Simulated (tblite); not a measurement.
# C4H13AlP2: the cost of one run

Programs: tblite 0.8.0 and PySCF 2.14.0, with density-fitted response routines of our own. Each step states its level of theory. These are calculated values for one molecule, in the gas phase or a continuum, unless marked as measured. Atoms are numbered from 0 throughout.

## 1. The molecule as given

20 atoms, charge 0, multiplicity 1; geometry from: force field or distance geometry start.

Bonds of the start (Å): C0–C1 1.34, C1–C2 1.50, C2–P3 1.85, P3–C4 1.80, P3–Al5 2.27, P3–P6 2.16, C0–H7 1.09, C0–H8 1.09, C1–H9 1.08, C2–H10 1.11, C2–H11 1.12, C4–H12 1.11, C4–H13 1.11, C4–H14 1.12, Al5–H15 1.60, Al5–H16 1.60, Al5–H17 1.60, P6–H18 1.47, P6–H19 1.45.

## 2. Optimising the geometry with GFN2-xTB

Job settings and geometry (Å):

```
{"job": {"kind": "relax", "xc": "GFN2-xTB", "basis": "xTB"}, "charge": 0, "multiplicity": 1}
C      2.441200     0.217100     1.447800
C      1.758900    -0.322600     0.429800
C      0.490800    -1.091200     0.653100
P     -0.776500    -0.180600    -0.332300
C     -2.432900    -0.361300     0.361000
Al    -0.119700     1.991200    -0.390000
P     -0.816500    -1.032300    -2.314100
H      3.369200     0.774800     1.287900
H      2.090600     0.141100     2.475300
H      2.093800    -0.262300    -0.595100
H      0.133200    -1.029800     1.706300
H      0.569300    -2.149700     0.306300
H     -2.486300    -1.068400     1.211300
H     -2.785700     0.654300     0.654900
H     -3.109400    -0.701400    -0.459600
H      0.443000     2.363100    -1.838300
H     -1.348900     2.931400     0.034700
H      1.023800     2.224000     0.711600
H     -0.852600    -2.498300    -2.244400
H      0.309600    -0.588500    -3.109100
```

Command:

```bash
> OMP_NUM_THREADS=1 python probes_run.py task.json out
```

One launch serves the whole session: the jobs run in the order shown.

**Question.** How long does this first job take on 1 thread of Arm Neoverse N1, shared host, and how much memory does it need?

About 3.9 s, with a peak of 0.18 GiB.
